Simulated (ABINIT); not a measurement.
# Hg2S (Fm-3m) in ABINIT: a series of runs

Aim: see how the results for Hg2S move with the level of theory and the settings. Levels: LDA-Teter, PBE, PBEsol. Tasks: single point.

Everything below comes from runs of ABINIT 10.8.3 (patched build). Logs are shortened: lines on timing, memory, paths and dates and some standing lists are left out, and cuts for length are marked. The log counts tension as positive stress, the text compression.

### 1 Starting point

The structure is cubic, space group Fm-3m (No. 225). The conventional cell has a = 6.906 Å, b = 6.906 Å, c = 6.906 Å, α = 90.00°, β = 90.00°, γ = 90.00°. Hg (site symmetry -43m) is surrounded by 4 S at 2.99 Å. S (site symmetry m-3m) has 8 Hg at 2.99 Å as nearest neighbours.

The cell was built by a generator and needn't be a form met in nature.

### 2 Single point, LDA-Teter

Input file run.abi:

```
# Pseudopotentials
pp_dirpath "./"
pseudos "Hg.LDA_PW-JTH.xml, S.LDA_PW-JTH.xml"

# Structure
acell 3*1.0 Angstrom
rprim
     0.0000000000     3.4530676200     3.4530676200
     3.4530676200     0.0000000000     3.4530676200
     3.4530676200     3.4530676200     0.0000000000
ntypat 2
znucl 80 16
natom 3
typat 1 1 2
xred
     0.7500000000     0.7500000000     0.7500000000
     0.2500000000     0.2500000000     0.2500000000
     0.0000000000     0.0000000000     0.0000000000

# Plane-wave basis
ecut 20.0
pawecutdg 40.0

# k points
kptopt 1
ngkpt 5 5 5
nshiftk 1
shiftk 0.0 0.0 0.0

# Exchange and correlation
ixc 1

# Bands and occupations
nband 19
occopt 3
tsmear 0.00183747

# SCF cycle
nstep 100
tolvrs 1.0e-9

# Output
iomode 3
prtwf 0
prtden 0
prteig 0
prtebands 0
enunit 1
prtvol 2
```

Potentials or basis: JTH PAW LDA v2.0.

The run is started by

```sh
> abinit run.abi > log 2>&1
```

run.abo:

```text
.Version 10.8.3 of ABINIT
 Symmetries : space group Fm -3 m (#225); Bravais cF (face-center cubic)
================================================================================
 Values of the parameters that define the memory need of the present run
     intxc =       0    ionmov =       0      iscf =      17    lmnmax =      18
     lnmax =       6     mgfft =      40  mpssoang =       3    mqgrid =    3001
     natom =       3  nloc_mem =       2    nspden =       1   nspinor =       1
    nsppol =       1      nsym =      48    n1xccc =       1    ntypat =       2
    occopt =       3   xclevel =       1
       mpw =        2397          nfft =       64000          nkpt =          10
 PAW method is used; the additional fine FFT grid is defined by:
   mgfftf=        54    nfftf =    157464
================================================================================
================================================================================

--------------------------------------------------------------------------------
------------- Echo of variables that govern the present computation ------------
--------------------------------------------------------------------------------
 -outvars: echo values of preprocessed input variables --------
            acell      1.8897261259E+00  1.8897261259E+00  1.8897261259E+00 Bohr
              amu      2.00590000E+02  3.20660000E+01
             ecut      2.00000000E+01 Hartree
           enunit           1
         kptrlatt        5    0    0      0    5    0      0    0    5
          kptrlen      4.61412072E+01
            natom           3
            nband          19
            ngfft          40      40      40
          ngfftdg          54      54      54
             nkpt          10
            nstep         100
             nsym          48
           ntypat           2
           occopt           3
        pawecutdg      4.00000000E+01 Hartree
           prtden           0
        prtebands           0
           prteig           0
           prtvol           2
            prtwf           0
            rprim      0.0000000000E+00  3.4530676200E+00  3.4530676200E+00
                       3.4530676200E+00  0.0000000000E+00  3.4530676200E+00
                       3.4530676200E+00  3.4530676200E+00  0.0000000000E+00
          spgroup         225
           tolvrs      1.00000000E-09
           tsmear      1.83747000E-03 Hartree
            typat      1  1  2
           useylm           1
           xangst      5.1796014300E+00  5.1796014300E+00  5.1796014300E+00
                       1.7265338100E+00  1.7265338100E+00  1.7265338100E+00
                       0.0000000000E+00  0.0000000000E+00  0.0000000000E+00
            xcart      9.7880281441E+00  9.7880281441E+00  9.7880281441E+00
                       3.2626760480E+00  3.2626760480E+00  3.2626760480E+00
                       0.0000000000E+00  0.0000000000E+00  0.0000000000E+00
             xred      7.5000000000E-01  7.5000000000E-01  7.5000000000E-01
                       2.5000000000E-01  2.5000000000E-01  2.5000000000E-01
                       0.0000000000E+00  0.0000000000E+00  0.0000000000E+00
            znucl       80.00000   16.00000

================================================================================

 chkinp: Checking input parameters for consistency.

================================================================================
== DATASET  1 ==================================================================

--- !DatasetInfo
iteration_state: {dtset: 1, }
dimensions: {natom: 3, nkpt: 10, mband: 19, nsppol: 1, nspinor: 1, nspden: 1, mpw: 2397, }
cutoff_energies: {ecut:  20.0, pawecutdg:  40.0, }
electrons: {nelect:   3.00000000E+01, charge:   0.00000000E+00, occopt:   3.00000000E+00, tsmear:   1.83747000E-03, }
meta: {optdriver: 0, ionmov: 0, optcell: 0, iscf: 17, paral_kgb: 0, }
...

 Exchange-correlation functional for the present dataset will be:
  LDA: new Teter (4/93) with spin-polarized option - ixc=1
  S. Goedecker, M. Teter, J. Huetter, PRB 54, 1703 (1996)

 Real(R)+Recip(G) space primitive vectors, cartesian coordinates (Bohr,Bohr^-1):
 R(1)=  0.0000000  6.5253521  6.5253521  G(1)= -0.0766242  0.0766242  0.0766242
 R(2)=  6.5253521  0.0000000  6.5253521  G(2)=  0.0766242 -0.0766242  0.0766242
 R(3)=  6.5253521  6.5253521  0.0000000  G(3)=  0.0766242  0.0766242 -0.0766242
 Unit cell volume ucvol=  5.5570186E+02 bohr^3
 Angles (23,13,12)=  6.00000000E+01  6.00000000E+01  6.00000000E+01 degrees

 Coarse grid specifications (used for wave-functions):
[... 151 lines left out ...]
 rms dE/dt=  0.0000E+00; max dE/dt=  0.0000E+00; dE/dt below (all hartree)
    1       0.000000000000      0.000000000000      0.000000000000
    2       0.000000000000      0.000000000000      0.000000000000
    3       0.000000000000      0.000000000000      0.000000000000

 cartesian coordinates (angstrom) at end:
    1      5.17960143000000     5.17960143000000     5.17960143000000
    2      1.72653381000000     1.72653381000000     1.72653381000000
    3      0.00000000000000     0.00000000000000     0.00000000000000

 cartesian forces (hartree/bohr) at end:
    1     -0.00000000000000    -0.00000000000000    -0.00000000000000
    2     -0.00000000000000    -0.00000000000000    -0.00000000000000
    3     -0.00000000000000    -0.00000000000000    -0.00000000000000
 frms,max,avg= 0.0000000E+00 0.0000000E+00   0.000E+00  0.000E+00  0.000E+00 h/b

 cartesian forces (eV/Angstrom) at end:
    1     -0.00000000000000    -0.00000000000000    -0.00000000000000
    2     -0.00000000000000    -0.00000000000000    -0.00000000000000
    3     -0.00000000000000    -0.00000000000000    -0.00000000000000
 frms,max,avg= 0.0000000E+00 0.0000000E+00   0.000E+00  0.000E+00  0.000E+00 e/A
 length scales=  1.889726125908  1.889726125908  1.889726125908 bohr
              =  1.000000000000  1.000000000000  1.000000000000 angstroms
 Fermi (or HOMO) energy (eV) =   2.88117   Average Vxc (eV)=  -9.41255
 Eigenvalues (   eV  ) for nkpt=  10  k points:
 kpt#   1, nband= 19, wtk=  0.00800, kpt=  0.0000  0.0000  0.0000 (reduced coord)
  -9.93465   -4.00447   -4.00447   -4.00447   -3.88182   -3.88182   -2.98706   -2.98706
  -2.98706   -2.65972   -2.65972   -1.37360    1.34868    1.34868    1.34868    3.65107
   5.58430    5.58430    5.58430
 kpt#   2, nband= 19, wtk=  0.06400, kpt=  0.2000  0.0000  0.0000 (reduced coord)
  -9.85038   -3.93114   -3.93114   -3.91179   -3.76600   -3.76600   -3.07072   -3.05143
  -3.05143   -2.80273   -2.80273   -1.58819    0.99840    1.17048    1.17048    2.95961
   6.07137    6.07137    7.36752
 kpt#   3, nband= 19, wtk=  0.06400, kpt=  0.4000  0.0000  0.0000 (reduced coord)
  -9.70961   -3.73467   -3.73467   -3.48919   -3.48919   -3.47722   -3.22346   -3.22346
  -3.18455   -3.13422   -3.13422   -2.37949    0.05573    0.94254    0.94254    4.01061
   6.62734    6.62734    7.68570
 kpt#   4, nband= 19, wtk=  0.04800, kpt=  0.2000  0.2000  0.0000 (reduced coord)
  -9.82305   -4.08177   -3.85002   -3.80912   -3.80912   -3.65466   -3.11726   -3.11726
  -3.01707   -2.96783   -2.66576   -1.57515    0.84029    0.84029    1.95691    2.16818
   6.18246    6.18246    7.56765
 kpt#   5, nband= 19, wtk=  0.19200, kpt=  0.4000  0.2000  0.0000 (reduced coord)
[... 8 lines left out ...]
  -9.74768   -3.89967   -3.85081   -3.66714   -3.60836   -3.53481   -3.25227   -3.13212
  -3.11438   -3.06873   -2.89641   -1.80546   -0.29610    1.01471    1.92489    2.85258
   5.83694    7.13699    8.34157
 kpt#   8, nband= 19, wtk=  0.04800, kpt=  0.4000  0.4000  0.0000 (reduced coord)
  -9.64018   -4.10085   -3.79794   -3.56638   -3.46179   -3.46179   -3.39724   -3.26516
  -3.26516   -2.95368   -2.67552   -1.74304    0.01823    0.01823    1.33581    3.22659
   5.04130    7.56267    7.56267
 kpt#   9, nband= 19, wtk=  0.09600, kpt= -0.4000  0.4000  0.0000 (reduced coord)
  -9.61125   -3.90915   -3.71461   -3.70483   -3.52775   -3.49798   -3.22867   -3.21640
  -3.15556   -3.00839   -2.85224   -1.64363   -1.16663    0.10368    2.02089    4.07852
   4.48305    7.27545    7.83278
 kpt#  10, nband= 19, wtk=  0.19200, kpt= -0.4000  0.4000  0.2000 (reduced coord)
  -9.62833   -3.86615   -3.67044   -3.66331   -3.50478   -3.40092   -3.31032   -3.19182
  -3.13787   -3.05519   -3.02357   -1.74973   -1.10975   -0.02816    2.91573    3.16072
   5.44280    6.36196    8.40072
 Total charge density [el/Bohr^3]
)     Maximum=    5.8593E-01  at reduced coord.    0.7407    0.7593    0.7593
)Next maximum=    5.8593E-01  at reduced coord.    0.7593    0.7407    0.7593
)     Minimum=   -2.0728E-01  at reduced coord.    0.0000    0.0000    0.0000
)Next minimum=   -1.8158E-01  at reduced coord.    0.0185    0.0000    0.0000
   Integrated=    3.0000E+01

--- !EnergyTerms
iteration_state     : {dtset: 1, }
comment             : Components of total free energy in Hartree
kinetic             :  2.48192875733709E+01
hartree             :  1.97694764608275E+01
xc                  : -9.94116721030003E+00
Ewald energy        : -7.77849192018716E+01
psp_core            :  4.64679937036025E+00
local_psp           : -5.92167954252711E+01
PAW spherical_terms :  2.60096291697664E+00
internal            : -9.51063555159075E+01
'-kT*entropy'       : -9.14385528791296E-04
total_energy        : -9.51072699014363E+01
total_energy_eV     : -2.58800065608875E+03
...

--- !EnergyTermsDC
iteration_state     : {dtset: 1, }
comment             : '"Double-counting" decomposition of free energy'
band_energy         : -3.19492751150012E+00
Ewald energy        : -7.77849192018716E+01
psp_core            :  4.64679937036025E+00
xc_dc               : -1.82820829808259E+01
PAW spherical_terms : -4.91238882855534E-01
internal            : -9.51063692066930E+01
'-kT*entropy'       : -9.14385528791296E-04
total_energy_dc     : -9.51072835922218E+01
total_energy_dc_eV  : -2.58800102863400E+03
...

--- !EnergyTermsWithPAWCore
iteration_state     : {dtset: 1, }
comment             : 'Components of total free energy, including PAW core contributions'
Total energy        : -3.96217310009941E+04
Total energy DC     : -3.96217310146849E+04
Total energy (eV)   : -1.07816222600241E+06
Total energy DC (eV): -1.07816222637496E+06
...

 Cartesian components of stress tensor (hartree/bohr^3)
  sigma(1 1)=  2.22403309E-04  sigma(3 2)=  0.00000000E+00
  sigma(2 2)=  2.22403309E-04  sigma(3 1)=  0.00000000E+00
  sigma(3 3)=  2.22403309E-04  sigma(2 1)=  0.00000000E+00

-Cartesian components of stress tensor (GPa)         [Pressure= -6.5433E+00 GPa]
- sigma(1 1)=  6.54333126E+00  sigma(3 2)=  0.00000000E+00
- sigma(2 2)=  6.54333126E+00  sigma(3 1)=  0.00000000E+00
- sigma(3 3)=  6.54333126E+00  sigma(2 1)=  0.00000000E+00

== END DATASET(S) ==============================================================
================================================================================

 -outvars: echo values of variables after computation  --------
            acell      1.8897261259E+00  1.8897261259E+00  1.8897261259E+00 Bohr
           etotal     -9.5107283592E+01
            fcart     -0.0000000000E+00 -0.0000000000E+00 -0.0000000000E+00
                      -0.0000000000E+00 -0.0000000000E+00 -0.0000000000E+00
                      -0.0000000000E+00 -0.0000000000E+00 -0.0000000000E+00
            rprim      0.0000000000E+00  3.4530676200E+00  3.4530676200E+00
                       3.4530676200E+00  0.0000000000E+00  3.4530676200E+00
                       3.4530676200E+00  3.4530676200E+00  0.0000000000E+00
           strten      2.2240330910E-04  2.2240330910E-04  2.2240330910E-04
                       0.0000000000E+00  0.0000000000E+00  0.0000000000E+00
           xangst      5.1796014300E+00  5.1796014300E+00  5.1796014300E+00
                       1.7265338100E+00  1.7265338100E+00  1.7265338100E+00
                       0.0000000000E+00  0.0000000000E+00  0.0000000000E+00
             xred      7.5000000000E-01  7.5000000000E-01  7.5000000000E-01
                       2.5000000000E-01  2.5000000000E-01  2.5000000000E-01
                       0.0000000000E+00  0.0000000000E+00  0.0000000000E+00
 Calculation completed.
```

Wall time 28 s (1 thread of Arm Neoverse V1, shared host); peak memory 0.12 GiB.

What came out:

* Free energy: -2588.0010 eV
* Pressure: -6.5 GPa
* Band gap on the k mesh: none (metal or under the smearing width)
* Valence electrons inside the program's atomic spheres: Hg 9.89; S 3.41

### 3 Single point, PBE (cell strained at random)

Input file run.abi:

```
# Pseudopotentials
pp_dirpath "./"
pseudos "Hg.upf, S.upf"

# Structure
acell 9.3171365224 9.1181398151 9.2242730714
rprim
    -0.0061019188     0.7134669311     0.7006623329
     0.7062570038     0.0017653477     0.7079533375
     0.6997638798     0.7143742016     0.0001120609
ntypat 2
znucl 80 16
natom 3
typat 1 1 2
xred
     0.7500000000     0.7500000000     0.7500000000
     0.2500000000     0.2500000000     0.2500000000
     0.0000000000     0.0000000000     0.0000000000
chkprim 0
chksymtnons 0
tolsym 1.0e-6

# Plane-wave basis
ecut 1346.963619 eV

# k points
kptopt 1
ngkpt 5 5 5
nshiftk 1
shiftk 0.0 0.0 0.0

# Exchange and correlation
ixc 11

# Bands and occupations
nband 28
occopt 3
tsmear 0.00183747

# SCF cycle
nstep 100
tolvrs 1.0e-10

# Output
iomode 3
prtwf 0
prtden 0
prteig 0
prtebands 0
enunit 2
prtvol 2
```

Potentials or basis: PseudoDojo NC SR PBE v0.5 standard.

The run is started by

```sh
> abinit run.abi > log 2>&1
```

It took 12 min on 1 thread of Intel Xeon Platinum 8488C (Sapphire Rapids), shared host; peak memory 0.37 GiB.

Results (log left out):

* Free energy: -9366.6422 eV
* Pressure: -1.7 GPa
* Largest force: 0.008 eV/Å
* Band gap on the k mesh: none (metal or under the smearing width)
* Valence electrons inside the program's atomic spheres: Hg 16.52; S 3.72

Forces on the atoms (eV/Å):
```
Hg   0.007  0.002 -0.003
Hg  -0.007 -0.002  0.003
S    0.000  0.000  0.000
```

Stress tensor (GPa, compression positive):
```
-1.94 -0.07 -0.12
-0.07 -1.41  0.14
-0.12  0.14 -1.85
```

Levels at points of the mesh, in eV from the Fermi level:
```
           k point  band 20  band 21  band 22  band 23  band 24  band 25  band 26  band 27
(0.00, 0.00, 0.00)    -4.18    -1.65    -1.60    -1.60     0.86     2.66     2.77     2.86
```

The run has no spin-orbit coupling, so splittings on Hg are missing.

### 4 Single point, PBEsol

Input file run.abi:

```
# Pseudopotentials
pp_dirpath "./"
pseudos "Hg.upf, S.upf"

# Structure
acell 9.2282414272 9.2282414272 9.2282414272
rprim
     0.0000000000     0.7071067812     0.7071067812
     0.7071067812     0.0000000000     0.7071067812
     0.7071067812     0.7071067812     0.0000000000
ntypat 2
znucl 80 16
natom 3
typat 1 1 2
xred
     0.7500000000     0.7500000000     0.7500000000
     0.2500000000     0.2500000000     0.2500000000
     0.0000000000     0.0000000000     0.0000000000

# Plane-wave basis
ecut 29.0

# k points
kptopt 1
ngkpt 5 5 5
nshiftk 1
shiftk 0.0 0.0 0.0

# Exchange and correlation
ixc -116133

# Bands and occupations
nband 28
occopt 3
tsmear 0.00183747

# SCF cycle
nstep 100
tolvrs 1.0e-10

# Output
iomode 3
prtwf 0
prteig 0
prtebands 0
prtvol 2
prtden 1
prtvha 1
prtvclmb 1
prtpot 1
prtelf 1
```

Potentials or basis: PseudoDojo NC SR PBEsol v0.4.1 standard.

The run is started by

```sh
> abinit run.abi > log 2>&1
```

It took 47 s on 1 thread of Intel Xeon Platinum 8488C (Sapphire Rapids), shared host; peak memory 0.1 GiB.

Results (log left out):

```yaml
Free_energy: -9363.2232 eV
Pressure: -5.3 GPa
Band_gap_on_the_k_mesh: none (metal or under the smearing width)
Valence_electrons_inside_the_program's_atomic_spheres: Hg 16.53; S 3.71
```

Levels at points of the mesh, in eV from the Fermi level:
```csv
k point,band 20,band 21,band 22,band 23,band 24,band 25,band 26,band 27
"(0.00, 0.00, 0.00)",-4.23,-1.60,-1.60,-1.60,0.83,2.69,2.69,2.69
```

Spin-orbit coupling is left out, which matters for the levels of Hg.

### 5 Overview

| level | potentials or basis | cell | cutoff (eV) | fine-grid cutoff | gap on the mesh (eV) | pressure (GPa) |
| --- | --- | --- | --- | --- | --- | --- |
| LDA-Teter | JTH PAW LDA v2.0 | as given | 544 | 1088.46 eV | none | -6.5 |
| PBE | PseudoDojo NC SR PBE v0.5 standard | cell strained at random | 1347 | - | none | -1.7 |
| PBEsol | PseudoDojo NC SR PBEsol v0.4.1 standard | as given | 789 | - | none | -5.3 |

Alike in all rows: task single point; no spin polarisation; k mesh 5 × 5 × 5; smearing fermi-dirac 0.05 eV.

Absolute energies hang on the potentials; compare differences alone.
